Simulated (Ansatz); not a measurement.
# PtSe2: a single-point run

Wanted: a converged single-point run for PtSe2, and a check of what comes out. The structure is shown as the input types it.

Method: density functional or hybrid calculation with the settings of its input, plane waves (as first typed), in Ansatz 0.2.0.

2 further runs of the same task are left out: 1 for a known fault of the program, 1 that didn't finish.

**1. The starting structure**

The structure is trigonal, space group P-3m1 (No. 164). Conventional cell: a = 3.729 Å, b = 3.729 Å, c = 5.277 Å, α = 90.00°, β = 90.00°, γ = 120.00°. Pt (site symmetry -3m) is surrounded by 6 Se at 2.51 Å. Around Se (site symmetry 3m) lie 3 Pt at 2.51 Å.

As a file:

```xyz
3
Lattice="3.7287 0.0000 0.0000 -1.8643 3.2291 0.0000 0.0000 0.0000 5.2772" Properties=species:S:1:pos:R:3 pbc="T T T"
Pt    0.0000    0.0000    0.0000
Se    0.0000    2.1527    1.2993
Se    1.8643    1.0764    3.9778
```

**2. Running it**

input.yaml reads:

```yaml
crystal:
  lattice:
    - [3.7286503637, 0.0, 0.0]
    - [-1.8643251819, 3.2291059368, 0.0]
    - [0.0, 0.0, 5.2771566385]
  atoms:
    - { symbol: Pt, position: [0.0, 0.0, 0.0] }
    - { symbol: Se, position: [0.3333333333, 0.6666666667, 0.2462188963] }
    - { symbol: Se, position: [0.6666666667, 0.3333333333, 0.7537811037] }
kpoints:
  mp_grid: { grid: [6, 6, 2] }
hamiltonian:
  xc: hse06
scf:
  occupations: { method: fermi_dirac, width: 0.02 }
  n_extra_bands: 4
  convergence: { dr2_threshold: 1.0 }
  max_iter: 99
output:
  forces: true
  stress: true
  eigenvalues: true
```

Run with:

```bash
$ ansatz run input.yaml --threads 4 --pin off --max-ram 3686MiB --backend cpu --events-out ev --progress --plain --runs-dir out
```

What happens when this is run?

The run converged and reported no error, with warnings (force scf threshold loose, stress exchange threshold loose, stress scf threshold loose). Its log warns: «scf.convergence.dr2_threshold = 1e0 eV is looser than this run's default, which is 1e-7 eV or tighter. The error in the forces grows as the threshold's square root ...»

The threshold asked is loose, but the program put off the close and ended at dr2 = 5.1e-10, so little accuracy was lost here.

The test: delete scf.convergence.dr2_threshold (the default then holds).
